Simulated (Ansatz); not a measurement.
# Si8HC8: the cost of one run

Computed with Ansatz 0.2.0 (DFT r2SCAN-D3(BJ), scalar-relativistic, plane waves, PAW, unless a step's input says otherwise).

## Step 1: The starting structure

The structure is triclinic, space group P1 (No. 1). The conventional cell has a = 5.048 Å, b = 5.328 Å, c = 6.152 Å, α = 90.00°, β = 90.00°, γ = 90.00°. Si (site symmetry 1) is surrounded by 4 C at 1.87 to 1.94 Å. Around Si (site symmetry 1) lie 1 H at 1.77 Å and 4 C at 1.87 to 1.94 Å. C (site symmetry 1) has 4 Si at 1.87 to 1.94 Å in its first shell of neighbours. Around C (site symmetry 1) lie 1 H at 1.79 Å and 4 Si at 1.87 to 1.94 Å. Around Si (site symmetry 1) lie 1 H at 1.86 Å and 4 C at 1.87 to 1.94 Å. C (site symmetry 1) has 1 H at 1.84 Å and 4 Si at 1.87 to 1.94 Å in its first shell of neighbours. Only part of the 17 independent sites is listed.

Structure file:

```cif
data_structure
_symmetry_space_group_name_H-M 'P 1'
_symmetry_Int_Tables_number 1
_cell_length_a 6.1520
_cell_length_b 5.3278
_cell_length_c 5.0480
_cell_angle_alpha 90.000
_cell_angle_beta 90.000
_cell_angle_gamma 90.000
_cell_volume 165.46
loop_
_atom_site_label
_atom_site_type_symbol
_atom_site_fract_x
_atom_site_fract_y
_atom_site_fract_z
_atom_site_occupancy
Si1 Si 0.50000 0.33333 0.00000 1
Si2 Si 0.50000 0.66667 0.50000 1
C1 C 0.50000 0.33333 0.38500 1
C2 C 0.50000 0.66667 0.88500 1
Si3 Si 0.25000 0.83333 0.00000 1
Si4 Si 0.25000 0.16667 0.50000 1
C3 C 0.25000 0.83333 0.38500 1
C4 C 0.25000 0.16667 0.88500 1
Si5 Si 0.00000 0.33333 0.00000 1
Si6 Si 0.00000 0.66667 0.50000 1
C5 C 0.00000 0.33333 0.38500 1
C6 C 0.00000 0.66667 0.88500 1
Si7 Si 0.75000 0.83333 0.00000 1
Si8 Si 0.75000 0.16667 0.50000 1
C7 C 0.75000 0.83333 0.38500 1
C8 C 0.75000 0.16667 0.88500 1
H1 H 0.25836 0.64514 0.69001 1
```

## Step 2: End point A relaxed

File input.yaml:

```yaml
crystal:
  lattice:
    - [-3.076, -5.327788, 0.0]
    - [4.614, -2.663894, 0.0]
    - [0.0, 0.0, 5.048]
  atoms:
    - { symbol: Si, position: [0.5, 0.3333333, 0.0] }
    - { symbol: Si, position: [0.5, 0.6666667, 0.5] }
    - { symbol: C, position: [0.5, 0.3333333, 0.385] }
    - { symbol: C, position: [0.5, 0.6666667, 0.885] }
    - { symbol: Si, position: [0.25, 0.8333333, 0.0] }
    - { symbol: Si, position: [0.25, 0.1666667, 0.5] }
    - { symbol: C, position: [0.25, 0.8333333, 0.385] }
    - { symbol: C, position: [0.25, 0.1666667, 0.885] }
    - { symbol: Si, position: [0.0, 0.3333333, 0.0] }
    - { symbol: Si, position: [0.0, 0.6666667, 0.5] }
    - { symbol: C, position: [0.0, 0.3333333, 0.385] }
    - { symbol: C, position: [0.0, 0.6666667, 0.885] }
    - { symbol: Si, position: [0.75, 0.8333333, 0.0] }
    - { symbol: Si, position: [0.75, 0.1666667, 0.5] }
    - { symbol: C, position: [0.75, 0.8333333, 0.385] }
    - { symbol: C, position: [0.75, 0.1666667, 0.885] }
    - { symbol: H, position: [0.2583624, 0.6451365, 0.6900137], spin: 1.0 }
magnetization:
  spin_polarized: true
basis:
  ecutwfc: 500.0
kpoints:
  mp_grid: { grid: [2, 2, 2] }
hamiltonian:
  xc: r2scan
  dispersion: d3bj
  pseudopotentials: { kind: paw, azcp: { folder: soft_1 } }
scf:
  occupations: { method: gaussian, width: 0.05 }
  lower_state_search: "off"
relax:
  f_tol: 0.03
  max_steps: 60
  adjacent_minimum: "off"
```

Started as:

```sh
$ ansatz run input.yaml --threads 2 --pin off --max-ram 5120MiB --backend cpu --events-out ev --progress --plain --runs-dir out
```

What time and memory should one allow on 2 threads of Arm Neoverse V2, shared host?

About 7.7 min, with a peak of 0.93 GiB.
